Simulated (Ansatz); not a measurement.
## FGeH4NO, SMILES [NH2][GeH]([OH])[F]: a ladder of methods at one geometry, step by step

Program: the Ansatz DFT code, driven from Python.

Typed at the interpreter:
```pycon
>>> from pathlib import Path
>>> import warnings
>>> import ansatz
>>> import numpy as np
>>> warnings.simplefilter('ignore', ansatz.DeckWarning)
>>> mol = (
...     ansatz.Crystal.molecule()
...     .atom('N', (-0.531, 1.3433, 0.1436))
...     .atom('Ge', (0.3088, -0.2263, -0.1559))
...     .atom('O', (0.2133, -1.2125, 1.3191))
...     .atom('F', (-0.3833, -1.0818, -1.4762))
...     .atom('H', (-1.5772, 1.1422, 0.2991))
...     .atom('H', (-0.5571, 1.9247, -0.7746))
...     .atom('H', (1.8183, 0.0659, -0.5158))
...     .atom('H', (0.8004, -2.0127, 1.1048))
... )
>>> setup = mol.calculation().basis(gaussian='def2-SVP')
>>> print('functional    E (Ha)        dipole (D)   HOMO (eV)  LUMO (eV)')
functional    E (Ha)        dipole (D)   HOMO (eV)  LUMO (eV)
>>> for name in ['r2scan', 'lda', 'hf', 'hse06']:
...     summary = setup.functional(name).forces().orbitals().run(runs_dir='runs').report
...     lines = Path(summary['orbitals_path']).read_text().splitlines()
...     field_of = lambda key: [line.split('=')[1].strip() for line in lines if line.startswith(key)]
...     orbitals = [(27.211386 * float(e), s, float(n)) for e, s, n in zip(field_of('Ene='), field_of('Spin='), field_of('Occup='))]
...     homo = max(e for e, _, n in orbitals if n > 0.5)
...     lumo = min(e for e, _, n in orbitals if n < 0.5)
...     dipole = 4.803205 * np.linalg.norm(summary['charge_distribution']['dipole_moment_e_ang'])
...     print(f'{name:10s} {summary["free_energy_ev"] / 27.211386246:14.6f} {dipole:9.3f} {homo:11.3f} {lumo:10.3f}')
...
r2scan       -2308.734250     0.889      -6.938     -0.083
lda          -2304.050148     0.869      -6.619     -0.708
hf           -2306.058676     1.161     -12.179      3.902
hse06        -2308.339148     0.933      -7.754      0.082
```

Caveats:
- Total energies depend on the basis set; only differences at equal settings carry meaning.
- The geometry is a force-field or estimated start, not a minimum of this method, and the basis set is short of its limit. A lower total doesn't mark the better method: functionals have no common bound, and MP2 and coupled cluster aren't variational.
- Levels such as HOMO and LUMO are orbital energies: with these approximate functionals they aren't the ionisation energy and electron affinity, and their gap isn't the fundamental gap.
- hse06 follows the composition of plane-wave codes, whose totals differ by tens of mHa, up to about 0.1 Ha, from the form usual in Gaussian-basis programs (wpbeh).
- Finished in 12 s on 1 thread of Arm Neoverse V2, on a shared host, peak memory 0.28 GiB.
